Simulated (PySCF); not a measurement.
# B3H6NO: the cost of one run

The runs use PySCF 2.14.0, with density-fitted response routines of our own; the level of theory stands in each step. All values are computed, except where a source is named. Atoms are numbered from 0 throughout.

## (1) The molecule as given

11 atoms, charge 0, multiplicity 1; geometry from: PBE0-D3(BJ)/def2-SVP.

Bonds of the start (Å): B0–N1 1.41, N1–B2 1.43, B2–O3 1.35, O3–B4 1.33, B0–H5 1.21, B0–H6 1.21, N1–H7 1.02, B2–H8 1.21, B4–H9 1.21, B4–H10 1.21.

## (2) Core-electron binding energies: SCAN, X2C

What the job is given:

```
{"job": {"kind": "xps"}, "charge": 0, "multiplicity": 1}
B      2.381384     0.108297     0.569341
N      0.995788     0.367326     0.508295
B     -0.013405    -0.561166     0.097999
O     -1.305065    -0.180423     0.090939
B     -2.603296     0.120784     0.066350
H      2.786885    -0.983258     0.250148
H      3.132275     0.980565     0.939221
H      0.674377     1.292237     0.781610
H      0.280785    -1.679212    -0.242352
H     -3.076004     0.589978    -0.945529
H     -3.266656    -0.072889     1.061468
```

Method: delta-SCF UKS SCAN, pcX-2 on the ionised atom, pcseg-1 elsewhere, spin-free X2C.

Command:

```bash
OMP_NUM_THREADS=1 python probes_run.py task.json out
```

This one command runs all jobs of the session in turn.

**Question.** How long does this first job take on 1 thread of Arm Neoverse V2, shared host, and how much memory does it need?

About 24 s, with a peak of 0.46 GiB.
